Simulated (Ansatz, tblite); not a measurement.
# Al7As7 zinc blende off sphere (Al₇As₇H₂₀): rung by rung

How do method and basis change the picture of Al7As7 zinc blende off sphere (Al₇As₇H₂₀) (singlet)?

Method: as each input shows; program: Ansatz 0.2.0, Gaussian basis.

Levels to be run: GFN1-xTB, GFN2-xTB, PBE-D4/def2-TZVP, r2SCAN-D4/def2-TZVP, BLYP-D4/def2-TZVP, B3LYP-D4/def2-TZVP, r2SCAN0-D4/def2-TZVP, PBE-D4/def2-SVP, PBE0-D4/def2-SVP, HF/STO-3G, HF/6-31G, B3LYP-D4/6-31G, MP2/def2-SVP, RPA/def2-SVP.

## 1. The geometry

The singlet was relaxed beforehand with PBE-D4/def2-SVP.

34 atoms, charge 0, spin multiplicity 1.

Bond lengths: Al1–As9 2.568 Å, Al1–As10 2.505 Å, Al1–H15 1.605 Å, Al1–H16 1.605 Å, Al2–As8 2.491 Å, Al2–As11 2.491 Å, Al2–As12 2.491 Å, Al2–H17 1.597 Å, Al3–As9 2.465 Å, Al3–As11 2.552 Å, Al3–As13 2.465 Å, Al3–H18 1.595 Å, Al4–As8 2.552 Å, Al4–As9 2.465 Å, Al4–As14 2.465 Å, Al4–H19 1.595 Å, Al5–As10 2.505 Å, Al5–As14 2.569 Å and more. Angles: As9–Al1–As10 95.9°, As9–Al1–H15 105.3°, As9–Al1–H16 105.4°, As10–Al1–H15 111.5°, As10–Al1–H16 111.5°, H15–Al1–H16 123.1°, As8–Al2–As11 99.1°, As8–Al2–As12 99.0°, As8–Al2–H17 118.6°, As11–Al2–As12 98.9°, As11–Al2–H17 118.6°, As12–Al2–H17 118.6°, As9–Al3–As11 105.4°, As9–Al3–As13 104.3°, As9–Al3–H18 117.9°, As11–Al3–As13 105.1°, As11–Al3–H18 104.8°, As13–Al3–H18 118.0° and more.

PBE0-D4/def2-TZVP was run before; its log isn't repeated, and its numbers join the tables.

## 2. GFN1-xTB

Tight binding, by tblite at 300 K electronic temperature and without a spin-polarisation term:

```python
tblite.interface.Calculator('GFN1-xTB', numbers, positions, charge=0, uhf=0).singlepoint()
```

Energy -995.8177 eV, HOMO -10.25 eV, LUMO -6.90 eV; 0.19 s.

## 3. GFN2-xTB

Tight binding, by tblite at 300 K electronic temperature and without a spin-polarisation term:

```python
tblite.interface.Calculator('GFN2-xTB', numbers, positions, charge=0, uhf=0).singlepoint()
```

Energy -933.2851 eV, HOMO -9.46 eV, LUMO -7.19 eV; 0.2 s.

## 4. PBE-D4/def2-TZVP

start.molden holds the orbitals of an earlier run on this state, given as this run's starting guess.

Contents of in.yaml:

```yaml
crystal:
  periodic: [false, false, false]
  atoms:
    - {symbol: Al, position_ang: [0.760546, -3.777892, 0.758879]}
    - {symbol: Al, position_ang: [-2.312744, 2.315374, -2.310731]}
    - {symbol: Al, position_ang: [0.826347, -0.834490, -2.136361]}
    - {symbol: Al, position_ang: [-2.140624, -0.831943, 0.833037]}
    - {symbol: Al, position_ang: [0.763302, -0.765871, 3.774575]}
    - {symbol: Al, position_ang: [0.830892, 2.133714, 0.833691]}
    - {symbol: Al, position_ang: [3.776176, -0.760717, 0.757905]}
    - {symbol: As, position_ang: [-3.411893, 0.736410, -0.728048]}
    - {symbol: As, position_ang: [-0.633528, -2.124634, -0.626930]}
    - {symbol: As, position_ang: [2.036554, -2.037298, 2.031276]}
    - {symbol: As, position_ang: [-0.732240, 0.734162, -3.409918]}
    - {symbol: As, position_ang: [-0.727773, 3.411420, -0.731654]}
    - {symbol: As, position_ang: [2.119518, 0.626622, -0.630369]}
    - {symbol: As, position_ang: [-0.629633, 0.625143, 2.124431]}
    - {symbol: H, position_ang: [1.696520, -4.535816, -0.302315]}
    - {symbol: H, position_ang: [-0.293718, -4.539025, 1.700002]}
    - {symbol: H, position_ang: [-3.234527, 3.238580, -3.232272]}
    - {symbol: H, position_ang: [1.618567, -1.629182, -3.270111]}
    - {symbol: H, position_ang: [-3.276050, -1.623653, 1.626056]}
    - {symbol: H, position_ang: [-0.292410, -1.706267, 4.534594]}
    - {symbol: H, position_ang: [1.701826, 0.292176, 4.533664]}
    - {symbol: H, position_ang: [1.625751, 3.265518, 1.628504]}
    - {symbol: H, position_ang: [4.537707, -1.697773, -0.299609]}
    - {symbol: H, position_ang: [4.533100, 0.297971, 1.697444]}
    - {symbol: H, position_ang: [-4.428362, -0.035866, -1.564747]}
    - {symbol: H, position_ang: [-4.415046, 1.580532, 0.053505]}
    - {symbol: H, position_ang: [-1.556505, -2.919621, -1.549267]}
    - {symbol: H, position_ang: [2.920769, -2.921210, 2.913818]}
    - {symbol: H, position_ang: [-1.568701, -0.035894, -4.428282]}
    - {symbol: H, position_ang: [0.051838, 1.578630, -4.410801]}
    - {symbol: H, position_ang: [0.056283, 4.411831, -1.576715]}
    - {symbol: H, position_ang: [-1.561722, 4.430330, 0.040419]}
    - {symbol: H, position_ang: [2.910335, 1.550901, -1.555119]}
    - {symbol: H, position_ang: [-1.550576, 1.547800, 2.921431]}
basis:
  gaussian: {orbitals: def2-TZVP, fitting: {mean_field: def2-universal-jkfit}, initial_orbitals: start.molden}
hamiltonian: {xc: pbe, dispersion: d4}
scf: {omitted_lower_state_checks: [starts]}
output: {orbitals: {seedname: orbitals}}
```

Run with:

```bash
$ ansatz run in.yaml --threads 2 --pin off --events-out ev --progress --plain --max-ram 32768MiB --backend cuda --devices 0, --max-vram 18GiB
```

Further steps of the session: r2SCAN-D4/def2-TZVP; BLYP-D4/def2-TZVP; B3LYP-D4/def2-TZVP; r2SCAN0-D4/def2-TZVP; PBE-D4/def2-SVP; PBE0-D4/def2-SVP; HF/STO-3G; HF/6-31G; B3LYP-D4/6-31G; MP2/def2-SVP; RPA/def2-SVP.

Q: Predict the results of all the runs planned. Wanted: gap in def2-TZVP, named functionals, smallest and largest; correlation energy, MP2/def2-SVP; binding an atom, functionals in def2-TZVP; PBE0 total energy, smallest basis above largest.

The runs gave:

```
                                                 quantity                                   value
gap in def2-TZVP, named functionals, smallest and largest  3.47 eV (PBE-D4), 5.43 eV (r2SCAN0-D4)
                         correlation energy, MP2/def2-SVP                               -59.15 eV
                binding an atom, functionals in def2-TZVP   2.70 (BLYP-D4) to 2.75 eV (r2SCAN-D4)
          PBE0 total energy, smallest basis above largest          68.45 eV (def2-SVP, def2-TZVP)
```

In words: Over the named functionals in def2-TZVP the gap runs from 3.47 eV (PBE-D4) to 5.43 eV (r2SCAN0-D4); exact exchange widens it.
